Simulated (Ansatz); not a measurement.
# FH8NOSi: the cost of one run

Program: Ansatz 0.2.0, Gaussian basis. Level of theory: PBE0-D4, def2-SVP first, then def2-TZVP. These are calculated values, not measurements.

190 further runs of the same task are left out: 190 set aside as unsound or not needed.

## (1) Where the work starts

The guess: 12 atoms, charge 0, spin multiplicity 1.

Atoms are counted from 1 here; the program's logs count them from 0.

Bond lengths: Si1–H2 1.635 Å, Si1–H3 1.456 Å, Si1–H4 1.485 Å, Si1–O5 1.625 Å, O5–H10 0.954 Å, H6–N9 1.049 Å, H8–N9 1.181 Å, N9–H11 1.014 Å, N9–H12 1.014 Å. Angles: H2–Si1–H3 115.9°, H2–Si1–H4 92.9°, H2–Si1–O5 116.0°, H3–Si1–H4 103.6°, H3–Si1–O5 123.8°, H4–Si1–O5 93.8°, Si1–O5–H10 116.4°, H6–N9–H8 93.4°, H6–N9–H11 112.0°, H6–N9–H12 112.0°, H8–N9–H11 113.3°, H8–N9–H12 112.7°, H11–N9–H12 112.1°.

Geometry (Å):

```
Si    0.1085    1.1200   -0.9917
H    -0.6347    0.7997    0.4295
H    -0.4982    0.5270   -2.1744
H    -0.3752    2.5236   -1.0162
O     1.6733    1.5483   -0.8965
H    -0.0244   -1.5770    0.5075
F     0.6776   -0.7445   -0.6964
H    -0.7843   -0.2364    1.0266
N    -0.6749   -1.3790    1.3065
H     2.3104    0.8385   -0.9206
H    -0.2313   -1.5315    2.2050
H    -1.5468   -1.8887    1.2208
```

Distances that are to change: Si1–F7 1.97 Å, H6–N9 1.05 Å, H2–H8 1.21 Å, Si1–H2 1.64 Å, H6–F7 1.62 Å, H8–N9 1.18 Å.

## (2) Constrained relaxation of the guess

Contents of hold/in.yaml:

```yaml
crystal:
  periodic: [false, false, false]
  atoms:
    - {symbol: Si, position_ang: [0.108500, 1.120000, -0.991700]}
    - {symbol: H, position_ang: [-0.634700, 0.799700, 0.429500]}
    - {symbol: H, position_ang: [-0.498200, 0.527000, -2.174400]}
    - {symbol: H, position_ang: [-0.375200, 2.523600, -1.016200]}
    - {symbol: O, position_ang: [1.673300, 1.548300, -0.896500]}
    - {symbol: H, position_ang: [-0.024400, -1.577000, 0.507500]}
    - {symbol: F, position_ang: [0.677600, -0.744500, -0.696400]}
    - {symbol: H, position_ang: [-0.784300, -0.236400, 1.026600]}
    - {symbol: N, position_ang: [-0.674900, -1.379000, 1.306500]}
    - {symbol: H, position_ang: [2.310400, 0.838500, -0.920600]}
    - {symbol: H, position_ang: [-0.231300, -1.531500, 2.205000]}
    - {symbol: H, position_ang: [-1.546800, -1.888700, 1.220800]}
basis:
  gaussian: {orbitals: def2-SVP}
hamiltonian: {xc: pbe0, dispersion: d4}
relax: {f_tol: 0.04, max_steps: 150, escape_saddle: false, constraints: [{distance: [0, 6]}, {distance: [5, 8]}, {distance: [1, 7]}, {distance: [0, 1]}, {distance: [5, 6]}, {distance: [7, 8]}]}
```

Launch:

```bash
$ ansatz run in.yaml --threads 4 --pin off --events-out ev --progress --plain --max-ram 9574MiB
```

**Question.** How long does this run take on 4 threads of Arm Neoverse V2, shared host?

About 8.5 s.
